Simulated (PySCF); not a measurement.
**GaS⁻ with other numerical set-ups**

Aim: see how much the energy and properties of GaS⁻ depend on the numerical set-up.

Computed with PySCF 2.14.0. Level: method and basis as typed in the scripts.

3 further runs of the same task are left out: 3 that didn't finish.

## 1. Where the work starts

GaS⁻: 2 atoms, charge -1, spin multiplicity 1.

Bond lengths: Ga1–S2 2.175 Å.

## 2. The run that the others are compared with

File input.py:

```python
from pyscf import gto, scf, mp

mol = gto.M(
    atom='Ga 0 0 0; S 0 0 2.175',
    basis='ano-rcc-vdzp',
    charge=-1,
    spin=0,
    symmetry=True,
    verbose=4,
)
mf = scf.RHF(mol)
mf = mf.sfx2c1e()
mf.kernel()
mp.MP2(mf, frozen=14).kernel()
mf.dip_moment()
print('orbital energies (hartree):', mf.mo_energy[..., max(0, mol.nelec[1]-3):mol.nelec[0]+3].round(4))
```

Run with:

```
OMP_NUM_THREADS=1 python input.py
```

Its log is not repeated here.

It gives: E(SCF) = -2340.904905 Eh, 10 cycles, E(MP2) − E(SCF) = -0.38718 Eh.

The bond length is a typed value, not an optimised one. The dipole of an ion depends on the origin.

## 3. Pcseg-1 (X2C off)

Variant 1 changes basis set: ano-rcc-vdzp → pcseg-1; spin-free X2C: on → off.

File input.py:

```python
from pyscf import gto, scf, mp

mol = gto.M(
    atom='Ga 0 0 0; S 0 0 2.175',
    basis='pcseg-1',
    charge=-1,
    spin=0,
    symmetry=True,
    verbose=4,
)
mf = scf.RHF(mol)
mf.kernel()
mp.MP2(mf, frozen=14).kernel()
mf.dip_moment()
print('orbital energies (hartree):', mf.mo_energy[..., max(0, mol.nelec[1]-3):mol.nelec[0]+3].round(4))
```

Run with:

```
OMP_NUM_THREADS=1 python input.py
```

## 4. Lanl2dz (core potential on, X2C off)

Variant 2 changes basis set: ano-rcc-vdzp → lanl2dz; core potential: off → on; spin-free X2C: on → off; frozen orbitals: 14 → none. The core potential changes with it: totals don't compare.

input.py: that of step 2 with these lines changed.

```diff
@@ -4,3 +4,4 @@
     atom='Ga 0 0 0; S 0 0 2.175',
-    basis='ano-rcc-vdzp',
+    basis='lanl2dz',
+    ecp={'Ga': 'lanl2dz', 'S': 'lanl2dz'},
     charge=-1,
@@ -11,5 +12,4 @@
 mf = scf.RHF(mol)
-mf = mf.sfx2c1e()
 mf.kernel()
-mp.MP2(mf, frozen=14).kernel()
+mp.MP2(mf).kernel()
 mf.dip_moment()
```

## 5. Density fitting auto

Variant 3 changes density fitting: none → auto.

input.py: that of step 2 with these lines changed.

```diff
@@ -12,2 +12,3 @@
 mf = mf.sfx2c1e()
+mf = mf.density_fit()
 mf.kernel()
```

## 6. Cc-pvdz-dk

Variant 4 changes basis set: ano-rcc-vdzp → cc-pvdz-dk.

input.py: that of step 2 with these lines changed.

```diff
@@ -4,3 +4,3 @@
     atom='Ga 0 0 0; S 0 0 2.175',
-    basis='ano-rcc-vdzp',
+    basis='cc-pvdz-dk',
     charge=-1,
```

Q: Predict the outcome of this session. Wanted: for each run, E(SCF); from base; gap; after the SCF.

As calculated:

| run | E(SCF) (hartree) | from base (eV) | cycles | gap (eV) | functions | after the SCF |
| --- | --- | --- | --- | --- | --- | --- |
| base | -2340.904905 | 0 | 10 | 9.49 | 45 | MP2 correlation -10.536 eV, core frozen |
| pcseg-1 (X2C off) | -2320.569999 | not comparable | 10 | 9.07 | 45 | MP2 correlation -5.217 eV, core frozen |
| lanl2dz (core potential on, X2C off) | -11.932080 | not comparable | 8 | 8.73 | 16 | MP2 correlation -1.938 eV |
| density fitting auto | -2340.904874 | +0.0008 | 10 | 9.49 | 45 | MP2 correlation -10.536 eV, core frozen |
| cc-pvdz-dk | -2340.797143 | +2.9324 | 10 | 9.07 | 45 | MP2 correlation -5.561 eV, core frozen |

In words: The largest comparable shift of the SCF energy, +2.932 eV, comes with the run “cc-pvdz-dk”. cc-pvdz-dk (45 functions) gives an energy 2.93 eV higher than ano-rcc-vdzp (45).
